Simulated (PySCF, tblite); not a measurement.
# C3H6F2OS2: dynamics, then NMR shifts on frames, part 1 of 2

Aim: move C3H6F2OS2 (`CSSCOC(F)F`) away from its starting geometry and see how NMR shifts follow the geometry.

The runs use tblite 0.8.0 and PySCF 2.14.0, with density-fitted response routines of our own; the level of theory stands in each step. All values are computed, except where a source is named. Atoms are numbered from 0 throughout.

### Step 1. The starting structure

14 atoms, charge 0, multiplicity 1; geometry from: GFN2-xTB.

Bonds of the start (Å): C0–S1 1.82, S1–S2 2.02, S2–C3 1.82, C3–O4 1.42, O4–C5 1.35, C5–F6 1.36, C5–F7 1.34, C0–H8 1.08, C0–H9 1.08, C0–H10 1.09, C3–H11 1.10, C3–H12 1.09, C5–H13 1.11.

### Step 2. Thermal motion with GFN2-xTB

Job settings and geometry (Å):

```
{"job": {"kind": "md", "xc": "GFN2-xTB", "basis": "xTB", "temperature": 400, "steps": 2000, "every": 50, "frames": 5}, "charge": 0, "multiplicity": 1}
C      2.439779     0.555323    -0.312464
S      2.073590    -0.791320     0.861835
S      0.816328    -1.961770    -0.209728
C     -0.802957    -1.244507     0.204257
O     -0.867034     0.047636    -0.371291
C     -1.904607     0.804022     0.041568
F     -3.084221     0.355913    -0.459631
F     -1.732204     2.040958    -0.432221
H      2.949637     0.145621    -1.178132
H      3.086580     1.248345     0.214681
H      1.513865     1.042467    -0.600146
H     -0.905751    -1.186609     1.293979
H     -1.561542    -1.909403    -0.218414
H     -2.022143     0.852849     1.143541
```

With the program's defaults for keys left out, this is: GFN2-xTB Langevin dynamics, gas phase.

The run is started by

```
$ OMP_NUM_THREADS=1 python probes_run.py task.json out
```

One launch serves the whole session: the jobs run in the order shown.

Output:

```text
t/fs     T/K      E/eV
    0.0   309.9   -803.20764
   25.0   219.8   -802.82105
   50.0   240.7   -802.85239
   75.0   255.9   -802.71550
  100.0   385.1   -802.89777
  125.0   212.4   -802.64288
  150.0   371.8   -802.85199
  175.0   246.6   -802.66140
  200.0   322.4   -802.87498
  225.0   295.9   -802.62495
  250.0   353.1   -802.52509
  275.0   275.6   -802.54905
  300.0   232.3   -802.53162
  325.0   377.6   -802.78611
  350.0   470.9   -802.72871
  375.0   371.5   -802.77658
  400.0   327.0   -802.66465
  425.0   322.3   -802.59479
  450.0   372.9   -802.69445
  475.0   257.3   -802.54007
  500.0   478.9   -802.85375
  525.0   307.7   -802.49416
  550.0   420.2   -802.73526
  575.0   456.3   -802.50492
  600.0   271.8   -802.41157
  625.0   387.0   -802.38701
  650.0   324.6   -802.39600
  675.0   313.4   -802.40546
  700.0   333.9   -802.52241
  725.0   384.7   -802.61516
  750.0   556.0   -802.68158
  775.0   464.9   -802.60646
  800.0   393.8   -802.39991
  825.0   486.3   -802.55492
  850.0   393.5   -802.47645
  875.0   411.1   -802.53918
  900.0   367.5   -802.55493
  925.0   267.4   -802.27853
  950.0   466.5   -802.55393
  975.0   352.7   -802.45793
 1000.0   289.9   -802.30592
```

Run time: 13 s. Hardware: 1 thread of Arm Neoverse V1, shared host; peak memory 0.19 GiB.

Distance from the start (root mean square after alignment): 0 fs 0.00 Å, 200 fs 0.41 Å, 400 fs 0.54 Å, 600 fs 0.59 Å, 800 fs 1.01 Å, 1000 fs 0.92 Å.

Positions (Å) and forces (eV/Å) at 1000 fs:

```xyz
14

C     2.800    0.881    0.310   -2.545   -0.916   -0.438
S     2.969   -0.901    0.748    1.083   -0.225    0.582
S     1.600   -2.099   -0.113   -0.251    0.239   -0.904
C     0.096   -1.544    0.713   -1.152   -1.311   -1.800
O    -0.599   -0.514    0.060   -0.920    1.401    0.532
C    -1.472    0.134    0.979    1.108   -1.035   -1.518
F    -2.551    0.490    0.287    0.014    0.015    0.491
F    -0.959    1.222    1.567    0.340    0.450   -0.465
H     3.526    1.398    0.891    0.529    0.225   -0.064
H     1.772    1.065    0.771    1.206    0.478   -1.017
H     2.824    0.993   -0.803    0.056    0.190    1.204
H     0.434   -1.161    1.578    1.329    1.116    3.446
H    -0.602   -2.366    0.932    0.254   -0.260   -0.346
H    -1.614   -0.554    1.808   -1.051   -0.368    0.298
```

### Step 3. Nuclear shieldings: 250 fs, PBE0/pcSseg-1

Job settings and geometry (Å):

```
{"job": {"kind": "nmr", "xc": "PBE0", "basis": "pcSseg-1", "pop": false}, "charge": 0, "multiplicity": 1}
C      2.276200     0.374000    -0.596400
S      1.974800    -0.760300     0.819400
S      0.947400    -2.255400    -0.061200
C     -0.859800    -1.731400     0.211800
O     -0.815700    -0.256700     0.097800
C     -2.035400     0.397000     0.191600
F     -2.795100     0.229700    -0.930300
F     -1.525600     1.681200     0.261900
H      2.619700    -0.081500    -1.523600
H      3.095800     0.961000    -0.363100
H      1.354700     0.892800    -0.817300
H     -1.055200    -2.114800     1.245500
H     -1.537000    -2.291200    -0.476800
H     -2.666800     0.187200     1.095600
```

Method: GIAO PBE0/pcSseg-1 NMR shielding, non-relativistic, gas phase.

Output:

```text
coarse grid: 13488 points
cycle   1  E = -1188.2161843145  dE =  9.021e-01  |g| = 8.907e-01  |ddm| = 3.352e+00
cycle   2  E = -1188.0418378394  dE =  1.743e-01  |g| = 1.377e+00  |ddm| = 1.232e+00
cycle   3  E = -1188.3581202398  dE = -3.163e-01  |g| = 7.396e-02  |ddm| = 7.511e-01
cycle   4  E = -1188.3586252221  dE = -5.050e-04  |g| = 5.557e-02  |ddm| = 8.279e-02
cycle   5  E = -1188.3591618523  dE = -5.366e-04  |g| = 1.004e-02  |ddm| = 4.056e-02
cycle   6  E = -1188.3591777018  dE = -1.585e-05  |g| = 2.699e-03  |ddm| = 8.247e-03
cycle   7  E = -1188.3591789195  dE = -1.218e-06  |g| = 8.091e-04  |ddm| = 2.142e-03
final grid: 123768 points
cycle   8  E = -1188.4348769043  dE = -2.759e-05  |g| = 1.318e-02  |ddm| = 2.468e-02
cycle   9  E = -1188.4348353280  dE =  4.158e-05  |g| = 1.961e-02  |ddm| = 2.133e-02
cycle  10  E = -1188.4349115947  dE = -7.627e-05  |g| = 1.243e-03  |ddm| = 1.301e-02
cycle  11  E = -1188.4349118810  dE = -2.863e-07  |g| = 3.996e-04  |ddm| = 1.151e-03
cycle  12  E = -1188.4349119109  dE = -2.985e-08  |g| = 1.006e-04  |ddm| = 3.571e-04
cycle  13  E = -1188.4349119127  dE = -1.791e-09  |g| = 2.988e-05  |ddm| = 9.950e-05
cycle  14  E = -1188.4349119129  dE = -1.733e-10  |g| = 8.485e-06  |ddm| = 2.718e-05
converged SCF energy = -1188.4349119129

GIAO shielding tensors (ppm)
atom      isotropic    diamagn.    paramagn.     s11        s22        s33       span
  0 C      155.459     249.601     -94.143    117.295    150.699    198.381     81.086
  1 S      504.256    1054.630    -550.374    323.170    483.285    706.312    383.142
  2 S      361.380    1054.458    -693.077    167.830    356.059    560.253    392.423
  3 C      103.806     243.267    -139.461     73.971     95.362    142.084     68.113
  4 O      187.294     401.079    -213.785    122.509    164.633    274.739    152.230
  5 C       54.798     236.582    -181.785     35.920     60.511     67.961     32.041
  6 F      255.715     470.805    -215.090    176.220    242.622    348.303    172.083
  7 F      239.038     474.948    -235.909    135.263    233.241    348.612    213.349
  8 H       29.791      29.660       0.131     26.120     27.256     35.996      9.877
  9 H       30.915      30.671       0.244     25.756     27.018     39.971     14.216
 10 H       28.605      31.076      -2.470     22.094     29.378     34.344     12.250
 11 H       26.091      28.072      -1.981     19.474     26.929     31.871     12.397
 12 H       26.622      27.454      -0.832     22.515     26.271     31.080      8.565
 13 H       24.683      25.644      -0.961     22.103     23.022     28.925      6.822
```

Wall time 27 s (1 thread of Arm Neoverse V1, shared host); peak memory 0.76 GiB.

The references, computed at this level on geometries of the same kind, shield at (ppm): ¹H TMS 31.72, ¹³C TMS 186.9, ¹⁹F CFCl3 170.9, ¹⁷O H2O 336.1, ³³S CS2 504. Their shielding less the atom's gives the shift. The references are single molecules in the gas phase, so shifts against H2O, NH3, PH3, H3PO4 or CFCl3 are not on the usual liquid scales and can be off by tens of ppm. Each atom is listed at this fixed geometry, with no averaging over motion; a spectrum would average atoms that exchange fast.

```
atoms                                environment  σ (ppm)  δ (ppm)
   C5                 sp3 CH bonded to 2 F and O     54.8    132.1
   C3                  sp3 CH2 bonded to O and S    103.8     83.1
   C0                  methyl carbon bonded to S    155.5     31.5
  H13  hydrogen on an sp3 CH bonded to 2 F and O    24.68     7.03
  H11   hydrogen on an sp3 CH2 bonded to O and S    26.09     5.63
  H12   hydrogen on an sp3 CH2 bonded to O and S    26.62     5.09
  H10    hydrogen on a methyl carbon bonded to S    28.61     3.11
   H8    hydrogen on a methyl carbon bonded to S    29.79     1.93
   H9    hydrogen on a methyl carbon bonded to S    30.91     0.80
   S2                           disulfide sulfur      361      142
   S1                           disulfide sulfur      504       -1
   O4                               ether oxygen    187.3    148.8
   F7                    fluorine of a CF2 group    239.0    -68.1
   F6                    fluorine of a CF2 group    255.7    -84.8
```

### Step 4. NMR shieldings: 425 fs, PBE0/pcSseg-1

Job settings and geometry (Å):

```
{"job": {"kind": "nmr", "xc": "PBE0", "basis": "pcSseg-1", "pop": false}, "charge": 0, "multiplicity": 1}
C      2.340500     0.398600    -0.592500
S      2.263600    -0.993300     0.572200
S      1.093900    -2.267700    -0.346900
C     -0.673900    -1.781700     0.148700
O     -0.739500    -0.446500     0.052900
C     -1.862100     0.148600     0.485300
F     -2.671000     0.554000    -0.544000
F     -1.557800     1.216500     1.271200
H      2.995900     0.153100    -1.409200
H      2.807500     1.121600     0.002300
H      1.303100     0.733800    -0.720500
H     -0.943100    -2.003000     1.149100
H     -1.382100    -2.340800    -0.487000
H     -2.608200    -0.491200     1.083700
```

Method: GIAO PBE0/pcSseg-1 NMR shielding, non-relativistic, gas phase.

Output:

```text
coarse grid: 13488 points
cycle   1  E = -1188.2332264865  dE =  1.261e+00  |g| = 8.582e-01  |ddm| = 3.418e+00
cycle   2  E = -1188.1222834220  dE =  1.109e-01  |g| = 1.225e+00  |ddm| = 1.076e+00
cycle   3  E = -1188.3602114382  dE = -2.379e-01  |g| = 4.784e-02  |ddm| = 6.176e-01
cycle   4  E = -1188.3605284147  dE = -3.170e-04  |g| = 2.667e-02  |ddm| = 5.282e-02
cycle   5  E = -1188.3606355557  dE = -1.071e-04  |g| = 8.936e-03  |ddm| = 2.085e-02
cycle   6  E = -1188.3606493295  dE = -1.377e-05  |g| = 1.890e-03  |ddm| = 8.287e-03
cycle   7  E = -1188.3606500946  dE = -7.651e-07  |g| = 5.210e-04  |ddm| = 2.389e-03
final grid: 123768 points
cycle   8  E = -1188.4356182224  dE = -3.874e-05  |g| = 1.119e-02  |ddm| = 2.451e-02
cycle   9  E = -1188.4355979990  dE =  2.022e-05  |g| = 1.498e-02  |ddm| = 1.760e-02
cycle  10  E = -1188.4356430078  dE = -4.501e-05  |g| = 5.568e-04  |ddm| = 1.060e-02
cycle  11  E = -1188.4356430732  dE = -6.545e-08  |g| = 2.052e-04  |ddm| = 8.110e-04
cycle  12  E = -1188.4356430822  dE = -8.924e-09  |g| = 8.142e-05  |ddm| = 2.678e-04
cycle  13  E = -1188.4356430837  dE = -1.501e-09  |g| = 1.692e-05  |ddm| = 9.300e-05
cycle  14  E = -1188.4356430837  dE = -6.662e-11  |g| = 3.769e-06  |ddm| = 1.799e-05
converged SCF energy = -1188.4356430837

GIAO shielding tensors (ppm)
atom      isotropic    diamagn.    paramagn.     s11        s22        s33       span
  0 C      160.391     251.664     -91.273    130.002    159.782    191.388     61.386
  1 S      546.146    1055.519    -509.373    347.314    568.546    722.579    375.265
  2 S      409.786    1053.924    -644.138    220.983    383.616    624.759    403.776
  3 C      107.093     243.811    -136.718     73.748    107.484    140.047     66.298
  4 O      235.105     404.422    -169.317    152.858    217.112    335.344    182.486
  5 C       56.873     229.619    -172.746     38.180     57.230     75.209     37.028
  6 F      258.021     470.990    -212.969    161.720    264.557    347.787    186.066
  7 F      259.062     472.959    -213.898    167.044    270.848    339.294    172.250
  8 H       29.047      29.436      -0.390     23.864     27.070     36.206     12.343
  9 H       30.951      31.412      -0.461     26.080     27.475     39.296     13.216
 10 H       28.186      30.577      -2.391     20.821     30.151     33.586     12.765
 11 H       27.981      29.752      -1.771     22.649     27.819     33.476     10.826
 12 H       27.073      27.848      -0.775     22.460     26.811     31.947      9.487
 13 H       24.536      24.840      -0.304     22.397     23.119     28.093      5.696
```

Wall time 28 s (1 thread of Arm Neoverse V1, shared host); peak memory 0.86 GiB.

In short: δ C5 130.1, C3 79.8, C0 26.5, S2 94, H13 7.18, H12 4.64 ppm.

(Continued in part 2 of 2.)
